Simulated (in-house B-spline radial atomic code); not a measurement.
# Cd¹⁰⁺: ionisation energy by several methods

The task here is to estimate one member of a computed series from the others.

Method: Dirac-Coulomb, several functionals; spherical all-electron atom at the radial basis limit. Code: in-house B-spline radial atomic code version 1.

**The system**

```
element       : cadmium (Z = 48)
charge        : +10
electrons     : 38
configuration : [Kr] 4d2
nucleus       : Fermi, rms radius 4.609 fm
```

The outer shells:

[Kr] 4d2
```
[Kr] core
4d [↑ ][↑ ][  ][  ][  ]
```

The boxes only draw the filling; these runs are spin-restricted and spherical.

The first run:

The run's settings:

```ini
Z = 48
electrons = 38.0
configuration = [Kr] 4d2
hamiltonian = dirac
method = optx,lyp
spin_polarised = False
nucleus = fermi
rms_radius = 4.6087
mass_number = 114
atomic_mass = 113.903364998
speed_of_light = 137.035999084
```

Among the steps run: OLYP, a GGA; relativistic LDA; AM05, a GGA; BLYP, a GGA; LDA (VWN5); PBEsol, a GGA.

One of the session's tables, all rows but one given; the rest of the session is left out.

| method | ΔSCF (eV) |
| --- | --- |
| relativistic LDA | ? |
| LDA (VWN5) | 195.02 |
| OLYP | 195.47 |
| AM05 | 194.83 |
| BLYP | 194.62 |
| PBEsol | 194.79 |

Estimate the missing values for relativistic LDA.

As computed: ΔSCF (eV): 195.03. In the column «ΔSCF (eV)» it lies between LDA (VWN5) (195.02) and OLYP (195.47).

Open shells are averaged (over orientations, and over spins where the run is restricted), while tables refer to the lowest levels. For the semilocal functionals minus the highest level recovers only 94 % of their own ΔSCF value, a mark of self-interaction.

Members of this set that are not shown: 8 used exact exchange with fractional occupations of an open shell, which is unsound here.
